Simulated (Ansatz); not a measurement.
# C2H6BF: basis-set convergence

One table from this session's results is given with a row withheld; the runs are named, their logs left out.

Program: Ansatz 0.2.0, Gaussian basis. Level of theory: one geometry, several basis sets. These are calculated values, not measurements.

The runs, in order: PBE0-D4/def2-SVP; ωB97M-V/def2-SVP; PBE0-D4/def2-QZVPP; ωB97M-V/def2-QZVPP; the functionals' def2-TZVPP values are taken from earlier runs.

### The relaxed structure

An earlier PBE0-D4 in a triple-zeta def2 set relaxation fixed the geometry.

SMILES `BC(C)F`, 10 atoms, charge 0, spin multiplicity 1.

Atoms are counted from 1 here; the program's logs count them from 0.

Bond lengths: B1–C2 1.555 Å, B1–H5 1.193 Å, B1–H6 1.196 Å, C2–C3 1.521 Å, C2–F4 1.398 Å, C2–H7 1.104 Å, C3–H8 1.091 Å, C3–H9 1.092 Å, C3–H10 1.092 Å. Angles: C2–B1–H5 121.7°, C2–B1–H6 117.8°, H5–B1–H6 120.4°, B1–C2–C3 113.8°, B1–C2–F4 113.2°, B1–C2–H7 106.7°, C3–C2–F4 108.5°, C3–C2–H7 108.0°, F4–C2–H7 106.2°, C2–C3–H8 109.9°, C2–C3–H9 111.1°, C2–C3–H10 110.4°, H8–C3–H9 108.2°, H8–C3–H10 108.7°, H9–C3–H10 108.5°.

The first run:

in.yaml reads:

```yaml
crystal:
  periodic: [false, false, false]
  atoms:
    - {symbol: B, position_ang: [-0.636103, 1.159640, -0.581432]}
    - {symbol: C, position_ang: [-0.035704, -0.272484, -0.508401]}
    - {symbol: C, position_ang: [0.540941, -0.627747, 0.854025]}
    - {symbol: F, position_ang: [-0.942858, -1.268990, -0.879214]}
    - {symbol: H, position_ang: [-1.770901, 1.349280, -0.898075]}
    - {symbol: H, position_ang: [0.082283, 2.079992, -0.319987]}
    - {symbol: H, position_ang: [0.784134, -0.311000, -1.247306]}
    - {symbol: H, position_ang: [0.954336, -1.637585, 0.830794]}
    - {symbol: H, position_ang: [-0.228743, -0.592223, 1.627847]}
    - {symbol: H, position_ang: [1.335615, 0.069917, 1.124748]}
basis:
  gaussian: {orbitals: def2-SVP}
hamiltonian: {xc: pbe0, dispersion: d4}
output: {orbitals: {seedname: orbitals}}
```

Run with:

```bash
$ ansatz run in.yaml --threads 2 --pin off --events-out ev --progress --plain --max-ram 4352MiB
```

Among the steps run: PBE0-D4 in def2-SVP; ωB97M-V in def2-SVP; PBE0-D4 in def2-QZVPP; ωB97M-V in def2-QZVPP.

One of the session's tables, all rows but one given; the rest of the session is left out.

It belongs to the step «Density functionals: the series». 

| functional | basis | HOMO (eV) | LUMO (eV) |
| --- | --- | --- | --- |
| PBE0-D4 | def2-SVP | -8.54 | -1.62 |
| PBE0-D4 | def2-TZVPP | -8.66 | -1.71 |
| PBE0-D4 | def2-QZVPP | -8.69 | -1.74 |
| ωB97M-V | def2-SVP | -10.90 | 0.43 |
| ωB97M-V | def2-TZVPP | -11.04 | 0.20 |
| ωB97M-V | def2-QZVPP | ? | ? |

Estimate the missing values for ωB97M-V, def2-QZVPP.

The run gave: HOMO (eV): -11.06; LUMO (eV): 0.11. In the column «HOMO (eV)» it is the lowest.
